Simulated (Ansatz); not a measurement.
# Ge2Sb2Te5: the cost of one run

Program: Ansatz 0.2.0. Level of theory: DFT r2SCAN+D3(BJ), scalar-relativistic, plane waves, PAW. These are calculated values, not measurements.

## (1) Starting point

It takes space group P-3m1 (No. 164, trigonal). The conventional cell has a = 4.216 Å, b = 4.216 Å, c = 17.915 Å, α = 90.00°, β = 90.00°, γ = 120.00°. Ge (site symmetry 3m) has 6 Te at 2.81 to 3.33 Å in its first shell of neighbours. Around Sb (site symmetry 3m) lie 6 Te at 2.99 to 3.16 Å. Te (site symmetry -3m) has 6 Sb at 3.16 Å in its first shell of neighbours. Te (site symmetry 3m) has 3 Sb at 2.99 Å and 3 Ge at 3.33 Å in its first shell of neighbours. Around Te (site symmetry 3m) lie 3 Ge at 2.81 Å.

Coordinates:

```cif
data_structure
_symmetry_space_group_name_H-M 'P 1'
_symmetry_Int_Tables_number 1
_cell_length_a 4.2164
_cell_length_b 4.2164
_cell_length_c 17.9150
_cell_angle_alpha 90.000
_cell_angle_beta 90.000
_cell_angle_gamma 120.000
_cell_volume 275.83
loop_
_atom_site_label
_atom_site_type_symbol
_atom_site_fract_x
_atom_site_fract_y
_atom_site_fract_z
_atom_site_occupancy
Ge1 Ge 0.00000 0.00000 0.33559 1
Ge2 Ge 0.00000 0.00000 0.66441 1
Sb1 Sb 0.33333 0.66667 0.11204 1
Sb2 Sb 0.66667 0.33333 0.88796 1
Te1 Te 0.00000 0.00000 0.00000 1
Te2 Te 0.33333 0.66667 0.79149 1
Te3 Te 0.66667 0.33333 0.20851 1
Te4 Te 0.33333 0.66667 0.41400 1
Te5 Te 0.66667 0.33333 0.58600 1
```

## (2) Single point: Ge2Sb2Te5, no spin

input.yaml

```yaml
crystal:
  lattice:
    - [4.2164170176, 0.0, 0.0]
    - [-2.1082085088, 3.6515242502, 0.0]
    - [0.0, 0.0, 17.9149936018]
  atoms:
    - { symbol: Ge, position: [0.0, 0.0, 0.3355855993] }
    - { symbol: Ge, position: [0.0, 0.0, 0.6644144007] }
    - { symbol: Sb, position: [0.3333333333, 0.6666666667, 0.1120428941] }
    - { symbol: Sb, position: [0.6666666667, 0.3333333333, 0.8879571059] }
    - { symbol: Te, position: [0.0, 0.0, 0.0] }
    - { symbol: Te, position: [0.3333333333, 0.6666666667, 0.7914853527] }
    - { symbol: Te, position: [0.6666666667, 0.3333333333, 0.2085146473] }
    - { symbol: Te, position: [0.3333333333, 0.6666666667, 0.4140026463] }
    - { symbol: Te, position: [0.6666666667, 0.3333333333, 0.5859973537] }
scf:
  occupations: { method: gaussian, width: 0.05 }
output:
  forces: true
  stress: false
hamiltonian:
  xc: r2scan
  dispersion: d3bj
kpoints:
  mp_grid: { grid: [10, 10, 2] }
```

On the command line:

```console
> ansatz run input.yaml --threads 4 --pin off --max-ram 8192MiB --backend cpu --events-out ev --progress --plain --runs-dir out
```

**Question.** How long does this run take on 4 threads of Intel Xeon at 2.30GHz, shared host, and how much memory does it need?

About 11 s, with a peak of 1.8 GiB.
